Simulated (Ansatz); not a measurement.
# C3K: the cost of one run

Computed with Ansatz 0.2.0 (the levels named in each step, unless a step's input says otherwise).

### 1 The starting structure

Bond lengths: C1–C2 1.275 Å, C2–C3 1.307 Å, C1–K4 2.544 Å. Angles: C1–C2–C3 173.7°, C2–C1–K4 147.7°.

As a file:

```xyz
4

C     0.0045   -0.6710   -0.5212
C    -0.2053   -1.8848   -0.1935
C    -0.4009   -3.1624    0.0042
K     0.1848    1.7566    0.2183
```

### 2 A rough first relaxation, PBE-D4/def2-SVP

The input, input.yaml:

```yaml
crystal:
  periodic: [false, false, false]
  atoms:
    - { symbol: C, position_ang: [0.00451, -0.67096, -0.52121] }
    - { symbol: C, position_ang: [-0.20532, -1.8848, -0.19348] }
    - { symbol: C, position_ang: [-0.4009, -3.16236, 0.00416] }
    - { symbol: K, position_ang: [0.18484, 1.75656, 0.21827] }
magnetization:
  spin_polarized: true
  initial_magnetization: 1
basis:
  gaussian: { orbitals: def2-SVP }
hamiltonian:
  xc: pbe
  dispersion: d4
relax:
  f_tol: 0.03
  max_steps: 200
```

Run with:

```bash
$ ansatz run input.yaml --threads 2 --pin off --max-ram 5120MiB --backend cpu --events-out ev --progress --plain --runs-dir out
```

What time and memory should one allow on 2 threads of AMD EPYC 7R43 (Zen 3), shared host?

About 75 s, with a peak of 0.18 GiB.
